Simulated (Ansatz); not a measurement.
A first try at a band structure of Rb3Na, space group Fm-3m, using Ansatz 0.2.0, Python API.

The script, `bands.py`:
```python
"""Band structure of Rb3Na."""

import sys
import warnings

import ansatz as az
import numpy as np

warnings.simplefilter("ignore", az.DeckWarning)

vectors = np.array([
    [0.0, 5.33582, 5.33582],
    [5.33582, 0.0, 5.33582],
    [5.33582, 5.33582, 0.0],
])
cell = (
    az.Lattice.of(vectors)
    .atom("Rb", (0.25, 0.25, 0.25))
    .atom("Rb", (0.75, 0.75, 0.75))
    .atom("Rb", (0.5, 0.5, 0.5))
    .atom("Na", (0.0, 0.0, 0.0))
)

# high-symmetry points in fractions of the reciprocal vectors
path = [
    ("G", (0.0, 0.0, 0.0)),
    ("X", (0.5, 0.0, 0.5)),
    ("U", (0.625, 0.25, 0.625)),
]
calc = (
    cell.calculation()
    .functional("LDA")
    .basis(19 * az.Ha)
    .kpoints(4)
    .occupations("gaussian", width=0.1)
    .band_structure([point for _, point in path], intervals=4)
)
try:
    out = calc.run(threads=1, pin="off")
except az.NonConvergedError as error:
    sys.exit(f"no convergence: {error}")
except az.RefusalError as error:
    sys.exit(f"input refused: {error}")
summary = out.report

print("%-22s %14.5f eV" % ("F = E - TS", summary["energy"]))
print("%-22s %14.5f eV" % ("E", summary["internal_energy_ev"]))
print("%-22s %14.5f eV" % ("Harris-Foulkes", summary["harris_foulkes_ev"]))
print("%-22s %14.5f eV" % ("Fermi level", summary["fermi_energy_ev"]))

bands = out.band_structure()
fermi = bands.fermi_energy_ev
for spin, channel in enumerate(bands.channels):
    print("channel", spin, "- levels within 8 eV of the Fermi level")
    for i, (label, _) in enumerate(path):
        levels = channel.eigenvalues_ev[i * 4] - fermi
        print(f"  {label:3s}", " ".join(f"{e:7.3f}" for e in levels if abs(e) < 8))
```

```console
$ python bands.py
Traceback (most recent call last):
  File "bands.py", line 46, in <module>
    print("%-22s %14.5f eV" % ("F = E - TS", summary["energy"]))
                                             ~~~~~~~^^^^^^^^^^
KeyError: 'energy'
$ echo $?
1
```

Why does it end like this?

The fault: the report has no such key (the free energy stands under free_energy_ev). The change:

```diff
--- before
+++ after
@@ -45,3 +45,3 @@
 
-print("%-22s %14.5f eV" % ("F = E - TS", summary["energy"]))
+print("%-22s %14.5f eV" % ("F = E - TS", summary["free_energy_ev"]))
 print("%-22s %14.5f eV" % ("E", summary["internal_energy_ev"]))
```

The mended script runs so:

Output of `python bands.py`:
```text
F = E - TS               -10978.69898 eV
E                        -10978.68813 eV
Harris-Foulkes           -10978.69898 eV
Fermi level                   1.78024 eV
channel 0 - levels within 8 eV of the Fermi level
  G    -2.208   1.186   1.186   1.186   1.549   1.549
  X    -0.785  -0.666   0.148   0.479   0.861   0.861
  U    -0.727  -0.481  -0.438   0.521   0.898   1.745
```

Notes:
- Total energies depend on the potentials; only differences at equal settings carry meaning. A total without «per atom» is that of the cell as typed.
- The computed bands are complete only to about 0.9 eV above the Fermi level.
- For a metal this k-point mesh is coarse: on a finer one energies can move by several to tens of meV an atom and pressures by half a GPa or more, differences at one mesh by less.
- Only differences from the Fermi energy are physical; the zero of the scale is a convention.
- This cell is a computed structure, which may not be the phase found in nature.
- Levels are Kohn-Sham eigenvalues on this mesh, without spin-orbit coupling.

(Lines on the test bed's own set-up are left out of the output.)
